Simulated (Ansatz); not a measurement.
# MnHg: how the settings move a single-point run

Aim: see which settings change the result for MnHg, by how much, and at what cost.

Method: reference: DFT, PBE, PAW with Ansatz's default frozen-core files, scalar-relativistic, in Ansatz 0.2.0.

**1. The system as given**

It takes space group Pm-3m (No. 221, cubic). The conventional cell has a = 3.315 Å, b = 3.315 Å, c = 3.315 Å, α = 90.00°, β = 90.00°, γ = 90.00°. Mn (site symmetry m-3m) has 8 Hg at 2.87 Å as nearest neighbours. Hg (site symmetry m-3m) has 8 Mn at 2.87 Å as nearest neighbours.

Structure file:

```cif
data_structure
_symmetry_space_group_name_H-M 'P 1'
_symmetry_Int_Tables_number 1
_cell_length_a 4.6881
_cell_length_b 4.6881
_cell_length_c 4.6881
_cell_angle_alpha 90.000
_cell_angle_beta 60.000
_cell_angle_gamma 60.000
_cell_volume 72.86
loop_
_atom_site_label
_atom_site_type_symbol
_atom_site_fract_x
_atom_site_fract_y
_atom_site_fract_z
_atom_site_occupancy
Mn1 Mn 0.50000 0.25000 0.75000 1
Mn2 Mn 0.50000 0.75000 0.25000 1
Hg1 Hg 0.00000 0.00000 0.00000 1
Hg2 Hg 0.00000 0.50000 0.50000 1
```

**2. Baseline**

input.yaml reads:

```yaml
crystal:
  lattice:
    - [3.315, 3.315, 0.0]
    - [3.315, 0.0, 3.315]
    - [3.315, 0.0, -3.315]
  atoms:
    - { symbol: Mn, position: [0.5, 0.25, 0.75], spin: 4.0 }
    - { symbol: Mn, position: [0.5, 0.75, 0.25], spin: 4.0 }
    - { symbol: Hg, position: [0.0, 0.0, 0.0] }
    - { symbol: Hg, position: [0.0, 0.5, 0.5] }
magnetization:
  spin_polarized: true
kpoints:
  mp_grid: { grid: [9, 9, 9] }
scf:
  occupations: { method: fermi_dirac, width: 0.1 }
  lower_state_search: "off"
hamiltonian:
  xc: pbe
  pseudopotentials: { kind: paw }
output:
  forces: true
  stress: true
  eigenvalues: true
  populations: true
```

The run is started by

```bash
ansatz run input.yaml --threads 2 --pin off --max-ram 6144MiB --backend cpu --events-out ev --progress --plain --runs-dir out
```

**3. Changed: xc rpbe**

Changes to input.yaml since step 2:

```diff
@@ -18,3 +18,3 @@
 hamiltonian:
-  xc: pbe
+  xc: rpbe
   pseudopotentials: { kind: paw }
```

Q: Predict the outcome of this session. Wanted: for each run, ending; energy change; pressure; abs. moment; force.

The runs gave:

```csv
run,ending,energy change,pressure (GPa),abs. moment (μB),force (eV/Å),cycles,time
reference,converged,-,0.2,8.26,0.00,10,3.9 s
1: xc rpbe,converged,not comparable,3.9,8.37,0.00,11,4.9 s
```

Residual by cycle in the longest SCF loop of each run; runs are numbered as in the table. The quantity is the density residual dr2, in eV.

```csv
cycle,reference,run 1
1,12.5,12.1
2,1.6,1.51
3,0.72,0.671
4,0.0333,0.0352
5,0.0344,0.0389
6,5.1e-4,4.4e-4
7,3.6e-4,3.3e-4
8,1.2e-5,1.7e-5
9,2.6e-6,3.6e-6
10,3.8e-8,6.8e-8
11,-,8.8e-9
```

What this shows: Total energies don't compare across a change of functional; the pressure goes from 0.2 to 3.9 GPa and the absolute moment goes from 8.26 to 8.37 μB. At this fixed cell a higher pressure means that this functional prefers a larger volume than the reference.
